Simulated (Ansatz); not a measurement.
A nudged elastic band was laid between two geometries of a periodic cell of 63 atoms, C (host C, host structure diamond, one C atom removed), cell charge -2.

All numbers below come from DFT LDA, scalar-relativistic, plane waves, PAW in Ansatz. Settings: PAW set soft_1, cutoff 420 eV, k mesh 2x2x2, gaussian smearing 0.02 eV, no spin polarisation.

* movable images: 5
* climbing image: yes
* spring: 5.0 eV/Å²
* optimiser: lbfgs
* start path: IDPP
* force threshold: 0.05 eV/Å
* iteration limit: 80
* end points: relaxed

Initial state:

```xyz
63
Lattice="7.1400 0.0000 0.0000 0.0000 7.1400 0.0000 0.0000 0.0000 7.1400" Properties=species:S:1:pos:R:3
C 3.572 -0.002 0.003
C 4.466 0.892 0.895
C 5.366 1.780 0.000
C 6.282 2.594 0.814
C 5.354 -0.005 1.785
C 6.243 0.892 2.676
C -0.003 -0.007 0.003
C 0.897 0.884 0.897
C 1.791 1.786 0.006
C 2.694 2.682 0.902
C 3.594 3.582 0.013
C 4.426 4.537 0.814
C 5.342 5.351 0.000
C 6.243 6.239 0.895
C 1.784 -0.005 1.785
C 2.672 0.884 2.673
C 3.594 1.793 1.802
C 4.426 2.594 2.756
C 6.282 4.537 2.756
C 3.572 -0.007 3.568
C 4.468 0.877 4.474
C 5.342 1.780 3.570
C 6.243 2.675 4.459
C 5.354 -0.005 5.355
C 6.241 0.877 6.237
C -0.025 3.549 0.013
C 0.874 4.449 0.902
C 1.778 5.345 0.006
C 2.672 6.247 0.897
C -0.025 1.793 1.769
C 0.874 2.682 2.669
C 1.784 3.565 1.785
C 2.694 4.449 2.669
C 3.594 5.338 1.769
C 4.466 6.239 2.676
C -0.003 -0.002 3.568
C 0.890 0.891 4.460
C 1.778 1.786 3.564
C 2.672 2.677 4.467
C 3.594 3.549 3.557
C 4.466 4.456 4.459
C 5.366 5.351 3.570
C 6.241 6.254 4.474
C 1.784 -0.005 5.355
C 2.679 0.891 6.251
C 3.572 1.783 5.358
C 4.466 2.675 6.252
C 5.354 3.565 5.355
C 6.243 4.456 6.252
C -0.025 5.338 1.802
C 0.897 6.247 2.673
C -0.025 3.582 3.557
C 0.897 4.453 4.467
C 1.791 5.345 3.564
C 2.679 6.240 4.460
C -0.003 1.783 5.353
C 0.897 2.677 6.244
C 1.784 3.565 5.355
C 2.672 4.453 6.244
C 3.572 5.348 5.353
C 4.468 6.254 6.237
C -0.003 5.348 5.358
C 0.890 6.240 6.251
```

Final state:

Only the atoms that move by more than 0.05 Å are listed.
```
C4 6.233 2.689 0.904
C12 4.474 4.448 0.904
C18 4.474 2.689 2.663
C19 5.288 3.503 1.718
C42 5.288 5.422 3.637
C50 0.067 5.422 1.718
C52 0.067 3.503 3.637
```

**Question.** What changes between the two ends?

**Answer.** The atom that moves furthest is C19, by 1.77 Å; four of its nearest neighbours are C42 1.47, C50 1.50, C52 1.50, C43 2.43 Å at the first end and C4 1.49, C18 1.49, C12 1.49, C11 2.44 Å at the last.

**Question.** Give the energies along the band, and the barrier.

**Answer.** The run converged. The highest image is number 3 of 0 to 6, 2.03 eV above the first end and 2.01 eV above the last; the last end lies 0.02 eV above the first. By the program's own check the climbing image is of a kind that is not told: the force calls were inconclusive, a negative curvature could not be distinguished from the path's own, the only one lies far off the path, or fixed occupations may fill a level only in part (lowest curvatures found: -7.12 and 1.41 eV/Å²). Limits of this set-up: coarse k mesh, PAW files made for another functional, no spin, though dangling bonds at a vacancy may carry it, a typed lattice constant that wasn't relaxed here, charged cell in a uniform background, uncorrected.

| image | path coordinate (Å) | energy (eV) | C19–C42 (Å) | C19–C50 (Å) | C19–C52 (Å) |
| --- | --- | --- | --- | --- | --- |
| 0 | 0.00 | 0.00 | 1.47 | 1.50 | 1.50 |
| 1 | 0.37 | 0.53 | 1.61 | 1.55 | 1.51 |
| 2 | 0.73 | 1.62 | 1.86 | 1.69 | 1.60 |
| 3 | 1.09 | 2.03 | 2.14 | 1.94 | 1.70 |
| 4 | 1.45 | 1.64 | 2.33 | 2.24 | 2.02 |
| 5 | 1.81 | 0.56 | 2.56 | 2.49 | 2.38 |
| 6 | 2.16 | 0.02 | 2.72 | 2.72 | 2.72 |

**Question.** What is the geometry of the highest image?

**Answer.** 
```xyz
63
Lattice="7.1400 0.0000 0.0000 0.0000 7.1400 0.0000 0.0000 0.0000 7.1400" Properties=species:S:1:pos:R:3:forces:R:3
C 3.577 0.020 0.010 0.00 -0.01 0.00
C 4.481 0.920 0.918 0.00 0.00 0.00
C 5.371 1.849 0.068 -0.01 0.00 0.00
C 6.353 2.750 0.985 0.00 0.03 0.03
C 5.362 -0.009 1.795 0.00 0.00 0.00
C 6.247 0.879 2.680 0.00 0.00 0.00
C -0.005 0.000 -0.008 0.00 0.00 0.00
C 0.904 0.879 0.888 0.00 0.00 0.00
C 1.798 1.790 0.003 0.00 0.00 0.00
C 2.703 2.693 0.901 0.00 0.00 0.00
C 3.586 3.602 0.015 0.01 0.00 0.01
C 4.434 4.549 0.853 0.01 0.01 0.01
C 5.330 5.369 -0.011 0.00 0.01 0.00
C 6.248 6.235 0.876 0.00 0.00 0.00
C 1.780 -0.006 1.777 -0.01 -0.01 0.00
C 2.684 0.897 2.685 0.00 0.00 0.00
C 3.616 1.827 1.809 0.00 0.00 0.00
C 4.508 2.694 2.773 0.00 0.00 0.00
C 5.957 3.863 2.246 0.04 0.00 -0.02
C 3.553 0.000 3.568 0.00 0.00 0.00
C 4.454 0.882 4.481 0.00 0.00 0.00
C 5.341 1.759 3.603 0.00 0.01 0.00
C 6.242 2.642 4.469 0.00 0.00 0.00
C 5.343 0.015 5.371 0.00 -0.01 -0.01
C 6.249 0.916 6.274 0.00 0.00 0.00
C 0.031 3.573 -0.003 0.00 0.00 0.00
C 0.915 4.475 0.861 0.00 -0.01 -0.01
C 1.792 5.361 -0.019 0.00 0.00 0.00
C 2.674 6.263 0.894 0.00 0.00 0.00
C 0.042 1.760 1.783 0.00 0.00 0.00
C 0.915 2.633 2.680 0.00 0.00 0.00
C 1.796 3.568 1.783 0.00 0.00 0.00
C 2.684 4.454 2.667 0.00 0.00 0.00
C 3.572 5.364 1.767 0.00 0.00 0.00
C 4.451 6.241 2.693 0.00 0.00 0.00
C -0.017 -0.028 3.561 0.00 0.00 0.00
C 0.886 0.876 4.459 0.00 0.00 0.00
C 1.797 1.771 3.575 0.00 0.00 0.00
C 2.674 2.680 4.471 0.00 0.00 0.00
C 3.579 3.567 3.588 0.00 0.00 0.00
C 4.444 4.483 4.475 0.00 0.00 0.00
C 5.266 5.373 3.604 -0.01 0.01 0.00
C 6.213 6.226 4.445 0.00 0.00 0.00
C 1.777 -0.006 5.350 0.00 0.00 0.00
C 2.680 0.898 6.253 0.00 0.00 0.00
C 3.573 1.793 5.373 0.00 0.00 0.00
C 4.472 2.700 6.275 0.00 0.00 0.00
C 5.355 3.574 5.358 0.00 0.00 0.00
C 6.240 4.459 6.246 0.00 0.00 0.00
C -0.014 5.311 1.692 -0.02 -0.02 0.00
C 0.851 6.202 2.653 -0.01 -0.01 0.00
C -0.078 3.462 3.478 -0.01 0.01 -0.02
C 0.826 4.444 4.395 0.01 0.00 0.00
C 1.756 5.334 3.545 0.00 0.00 0.00
C 2.655 6.238 4.452 0.00 0.00 0.00
C -0.002 1.777 5.364 0.00 0.00 0.00
C 0.898 2.678 6.240 0.00 -0.01 0.00
C 1.757 3.566 5.327 0.00 0.00 0.00
C 2.658 4.472 6.229 0.01 0.00 0.01
C 3.547 5.357 5.359 0.00 0.00 0.00
C 4.458 6.268 6.243 0.00 0.00 0.00
C -0.026 5.342 5.328 0.00 0.00 0.00
C 0.881 6.241 6.230 0.00 0.00 0.00
```

Run time: 16 min on 4 threads of Intel(R) Xeon(R) Platinum 8124M CPU @ 3.00GHz (Skylake/Cascade Lake), with other jobs on the host, peak memory 3.2 GiB.
